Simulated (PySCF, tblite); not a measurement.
# C₇H₁₃ radical: geometry, infrared bands and EPR parameters

Wanted: the infrared bands and EPR parameters of C₇H₁₃ radical (`[CH2]/C=C(/C)CCC`), by calculation.

The runs use tblite 0.8.0 and PySCF 2.14.0, with density-fitted response routines of our own; the level of theory stands in each step. All values are computed, except where a source is named. Atoms are numbered from 0 throughout.

## 1. Starting geometry

20 atoms, charge 0, multiplicity 2; geometry from: force field or distance geometry start.

Bonds of the start (Å): C0–C1 1.47, C1–C2 1.36, C2–C3 1.49, C2–C4 1.48, C4–C5 1.51, C5–C6 1.54, C0–H7 1.08, C0–H8 1.10, C1–H9 1.09, C3–H10 1.11, C3–H11 1.11, C3–H12 1.10, C4–H13 1.12, C4–H14 1.11, C5–H15 1.13, C5–H16 1.09, C6–H17 1.12, C6–H18 1.12, C6–H19 1.11.

## 2. Optimising the geometry with GFN2-xTB

What the job is given:

```
{"job": {"kind": "relax", "xc": "GFN2-xTB", "basis": "xTB"}, "charge": 0, "multiplicity": 2}
C     -1.333300     2.238100     0.260100
C     -1.926100     0.932300    -0.073200
C     -1.152700    -0.179700     0.049800
C     -1.712700    -1.517100    -0.281500
C      0.238900     0.043600     0.509000
C      1.250700    -0.423800    -0.505400
C      2.669300    -0.163500     0.022900
H     -0.617100     2.648100    -0.443000
H     -1.079400     2.379800     1.318600
H     -2.970000     0.869000    -0.386100
H     -1.996100    -2.009800     0.674900
H     -1.019500    -2.138400    -0.888200
H     -2.624700    -1.408600    -0.895200
H      0.391900    -0.521400     1.458300
H      0.457300     1.108100     0.716000
H      1.193200    -1.546200    -0.570300
H      1.169400     0.030700    -1.488800
H      2.852000     0.933700     0.122200
H      2.748800    -0.656600     1.020200
H      3.455000    -0.607900    -0.623100
```

Launch:

```
> OMP_NUM_THREADS=1 python probes_run.py task.json out
```

This one command runs all jobs of the session in turn.

**Question.** This job is followed by: GFN2-xTB harmonic vibrations, gas phase; UKS B3LYP, pcH-1 on C H, non-relativistic, mean-field spin-orbit, GIAO. What will the session give for the following? strongest single infrared mode (GFN2-xTB); zero-point energy (GFN2-xTB); g(iso) (B3LYP); ⟨S²⟩; largest a(iso) (averaged by class); surface potential, 1st and 99th percentile.

The runs gave:

| quantity | value |
| --- | --- |
| strongest single infrared mode (GFN2-xTB) | 3042 cm⁻¹, 60 km/mol |
| zero-point energy (GFN2-xTB) | 111.3 kcal/mol |
| g(iso) (B3LYP) | 2.00263 |
| ⟨S²⟩ | 0.774 (exact 0.75) |
| largest a(iso) (averaged by class) | 13C on C2, 59.7 MHz |
| surface potential, 1st and 99th percentile | -0.75 V and 0.65 V |

Over 172 steps the energy fell by 1.454 eV; of the close pairs, C0–C1 changed most, 1.472 to 1.367 Å. No mode is imaginary among the 54: a minimum at this level. The strongest single mode, at 3042 cm⁻¹, moves mainly H12. GFN2-xTB is a fitted tight-binding method: band positions and strengths are rough. Its intensities can rank the bands wrongly. The largest spin populations lie on C0 (0.65 e), C2 (0.65 e). The isotropic g lies 0.3 ppt above the free-electron value.
